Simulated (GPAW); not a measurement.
**Ta3N in GPAW: the effect of functional**

Crystal: Ta3N.

```
CELL_PARAMETERS angstrom
3.03222 0.00000 0.00000
-1.51611 2.62598 0.00000
0.00000 0.00000 7.52414
ATOMIC_POSITIONS crystal
Ta 0.66667 0.33333 0.82607
Ta 0.33333 0.66667 0.17393
Ta 0.00000 0.00000 0.50000
N 0.00000 0.00000 0.00000
```

The cell comes from a database or a generator and needn't be the stable form of this composition.

Alike in all runs:

- Program: GPAW 26.7.0
- Task: band structure
- Cutoff: 800 eV
- Basis: pw
- k mesh: 7 × 7 × 3
- Occupations: fermi-dirac, width 0.05 eV
- Spin: no spin polarisation

```tsv
functional	potentials or basis	pressure (GPa)	largest force (eV/Å)
LDA	the program's PAW data sets (release 1.2.1) made for this functional	-14.0	0.74
PBEsol	PAW data sets generated in the run's folder for this functional	-8.0	0.52
RPBE	the program's PAW data sets (release 1.2.1) made for this functional	3.6	0.09
revPBE	the program's PAW data sets (release 1.2.1) made for this functional	?	?
```

Task: What does the run with functional revPBE give?

Result: Pressure 2.4 GPa; largest force 0.13 eV/Å.

Runs at the PBE level aren't shown here.
